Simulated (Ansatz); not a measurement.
# CH6BIn (SMILES [BH2][InH][CH3]): single points off equilibrium

The atoms stand at a structure displaced at random from a GFN2-xTB minimum. How far do the functionals agree with one another there?

Computed with Ansatz 0.2.0, Gaussian basis. Level: single points in def2-TZVPP.

Filled d shells of the heavier atoms are correlated. Core potentials replace the inner electrons past krypton, and spin-orbit coupling is left out.

1 further run of the same task is left out (it didn't finish).

## Step 1: Starting geometry

9 atoms, charge 0, spin multiplicity 1.

Atoms are counted from 1 here; the program's logs count them from 0.

Bond lengths: B1–In2 2.393 Å, B1–H4 1.292 Å, B1–H5 1.180 Å, In2–C3 2.420 Å, In2–H6 1.856 Å, C3–H7 1.118 Å, C3–H8 1.188 Å, C3–H9 1.126 Å. Angles: In2–B1–H4 118.2°, In2–B1–H5 119.3°, H4–B1–H5 122.4°, B1–In2–C3 126.4°, B1–In2–H6 121.2°, C3–In2–H6 112.4°, In2–C3–H7 111.0°, In2–C3–H8 110.3°, In2–C3–H9 110.0°, H7–C3–H8 108.2°, H7–C3–H9 110.7°, H8–C3–H9 106.6°.

Geometry (Å):

```xyz
9

B    -2.1185    0.5191   -1.0225
In   -0.3744    0.3928    0.6115
C     1.8033   -0.6190    0.3118
H    -2.9284   -0.4824   -1.1298
H    -2.1761    1.4587   -1.7345
H    -0.5803    1.1431    2.2963
H     2.6141    0.0638    0.6686
H     1.9945   -0.8524   -0.8369
H     1.8474   -1.6056    0.8525
```

## Step 2: PBE0-D4/def2-TZVPP

The input, run/in.yaml:

```yaml
crystal:
  periodic: [false, false, false]
  atoms:
    - {symbol: B, position_ang: [-2.118500, 0.519100, -1.022500]}
    - {symbol: In, position_ang: [-0.374400, 0.392800, 0.611500]}
    - {symbol: C, position_ang: [1.803300, -0.619000, 0.311800]}
    - {symbol: H, position_ang: [-2.928400, -0.482400, -1.129800]}
    - {symbol: H, position_ang: [-2.176100, 1.458700, -1.734500]}
    - {symbol: H, position_ang: [-0.580300, 1.143100, 2.296300]}
    - {symbol: H, position_ang: [2.614100, 0.063800, 0.668600]}
    - {symbol: H, position_ang: [1.994500, -0.852400, -0.836900]}
    - {symbol: H, position_ang: [1.847400, -1.605600, 0.852500]}
basis:
  gaussian: {orbitals: def2-TZVPP}
hamiltonian: {xc: pbe0, dispersion: d4}
output: {forces: true, orbitals: {seedname: orbitals}}
```

The command line of these runs was not kept.

## Step 3: wB97M-V/def2-TZVPP

run/in.yaml, as its differences from that of step 2:

```diff
@@ -14,3 +14,3 @@
   gaussian: {orbitals: def2-TZVPP}
-hamiltonian: {xc: pbe0, dispersion: d4}
-output: {forces: true, orbitals: {seedname: orbitals}}
+hamiltonian: {xc: {name: wB97M-V}}
+output: {forces: true}
```

## Step 4: r2SCAN-D4/def2-TZVPP

run/in.yaml, as its differences from that of step 3:

```diff
@@ -14,3 +14,3 @@
   gaussian: {orbitals: def2-TZVPP}
-hamiltonian: {xc: {name: wB97M-V}}
+hamiltonian: {xc: r2scan, dispersion: d4}
 output: {forces: true}
```

## Step 5: PBE-D4/def2-TZVPP

run/in.yaml, as its differences from that of step 4:

```diff
@@ -14,3 +14,3 @@
   gaussian: {orbitals: def2-TZVPP}
-hamiltonian: {xc: r2scan, dispersion: d4}
+hamiltonian: {xc: pbe, dispersion: d4}
 output: {forces: true}
```

## Step 6: r2SCANh-D4/def2-TZVPP

run/in.yaml, as its differences from that of step 5:

```diff
@@ -14,3 +14,3 @@
   gaussian: {orbitals: def2-TZVPP}
-hamiltonian: {xc: pbe, dispersion: d4}
+hamiltonian: {xc: {name: r2SCANh}, dispersion: d4}
 output: {forces: true}
```

## Step 7: r2SCAN0-D4/def2-TZVPP

run/in.yaml, as its differences from that of step 6:

```diff
@@ -14,3 +14,3 @@
   gaussian: {orbitals: def2-TZVPP}
-hamiltonian: {xc: {name: r2SCANh}, dispersion: d4}
+hamiltonian: {xc: {name: r2SCAN0}, dispersion: d4}
 output: {forces: true}
```

(Steps that only read results are left out.)

Before running it: what results should come out? Wanted: RMS force component; HOMO and LUMO, PBE0-D4.

As calculated:

```
              quantity                                 value
   RMS force component  0.796 to 0.917 eV/Å over the methods
HOMO and LUMO, PBE0-D4                    -6.83 and -2.39 eV
```

What this shows: No sound CCSD(T) forces are at hand. Among the functionals the RMS force differs by up to 15 %.
